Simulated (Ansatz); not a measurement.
# Ca3CrSe4: the cost of one run

Method: DFT PBE, scalar-relativistic, plane waves, PAW, unless a step names another level, in Ansatz 0.2.0.

7 further runs of the same task are left out: 2 that didn't finish, 5 set aside as unsound or not needed.

### Step 1. Plan

Pauling electronegativities: Ca 1.00, Cr 1.66, Se 2.55 (spread 1.55). The formula balances with common oxidation states: Cr +2, Ca +2, Se -2. Tabulated atomic sizes suggest about 23 Å³/atom. 20 candidates were drawn, by swapping species into database cells of other compounds, at random by space group and Wyckoff sites, or by hand, as the table says:

```csv
name,made from,space group no.,Wyckoff sites,atoms (primitive cell),V (Å³/atom)
c01,database cell of CsCd4As3,123,"Ca 2h, 1a; Cr 1b; Se 4i",8,25.3
c02,random,123,"Ca 2g, 1c; Cr 1a; Se 2e, 2f",8,25.0
c03,random,139,"Ca 4c, 2a; Cr 2b; Se 4e, 4d",8,25.7
c04,random,221,"Ca 3c; Cr 1b; Se 3d, 1a",8,27.9
c05,random,216,"Ca 4d, 4a, 4c; Cr 4b; Se 16e",8,27.9
c06,database cell of NbCu3Se4,215,Ca 3d; Cr 1a; Se 4e,8,26.7
c07,database cell of AlNi4As3,187,"Ca 1f, 2h; Cr 1e; Se 2g, 2g",8,22.0
c08,random,221,"Ca 3d; Cr 1b; Se 1a, 3c",8,25.5
c09,random,123,"Ca 2h, 1a; Cr 1b; Se 4j",8,26.7
c10,database cell of Mg3ZnO4,65,"Ca 2b, 4f; Cr 2a; Se 4i, 4h",8,19.9
c11,database cell of Cs3VSe4,217,Ca 6b; Cr 2a; Se 8c,8,27.7
c12,random,166,"Ca 9e; Cr 3a; Se 3b, 9d",8,24.6
c13,random,139,"Ca 4c, 2a; Cr 2b; Se 8f",8,29.1
c14,database cell of Mn3CrTe4,164,"Ca 1b, 2c; Cr 1a; Se 2d, 2d",8,24.2
c15,random,123,"Ca 2e, 1c; Cr 1b; Se 4l",8,24.9
c16,random,221,"Ca 3d; Cr 1a; Se 1b, 3c",8,24.9
c17,random,139,"Ca 4d, 2a; Cr 2b; Se 8j",8,27.1
c18,random,221,"Ca 3c; Cr 1a; Se 3d, 1b",8,25.7
c19,random,123,"Ca 2f, 1c; Cr 1d; Se 4j",8,27.6
c20,database cell of KCu4Se3,123,"Ca 1c, 2g; Cr 1d; Se 4i",8,22.5
```

### Step 2. Screening run of c04

The input, input.yaml:

```yaml
crystal:
  lattice:
    - [6.06816832, 0.0, 0.0]
    - [0.0, 6.06816832, 0.0]
    - [0.0, 0.0, 6.06816832]
  atoms:
    - { symbol: Ca, position: [0.0, 0.5, 0.5] }
    - { symbol: Ca, position: [0.5, 0.0, 0.5] }
    - { symbol: Ca, position: [0.5, 0.5, 0.0] }
    - { symbol: Cr, position: [0.5, 0.5, 0.5], spin: 3.0 }
    - { symbol: Se, position: [0.5, 0.0, 0.0] }
    - { symbol: Se, position: [0.0, 0.5, 0.0] }
    - { symbol: Se, position: [0.0, 0.0, 0.5] }
    - { symbol: Se, position: [0.0, 0.0, 0.0] }
basis:
  ecutwfc: 420
kpoints:
  mp_grid: { grid: [2, 2, 2] }
hamiltonian:
  xc: pbe
scf:
  occupations: { method: gaussian, width: 0.15 }
  lower_state_search: "off"
output:
  forces: true
  stress: true
  eigenvalues: true
  populations: true
magnetization:
  spin_polarized: true
relax:
  adjacent_minimum: "off"
  f_tol: 0.08
  max_steps: 16
  cell: { stress_tol: 0.8 }
```

Command:

```sh
$ ansatz run input.yaml --threads 1 --pin off --max-ram 2560MiB --backend cpu --events-out ev --progress --plain --runs-dir out
```

**Question.** How long does this run take on 1 thread of Intel Xeon at 2.70GHz, shared host, and how much memory does it need?

About 29 s, with a peak of 0.61 GiB.
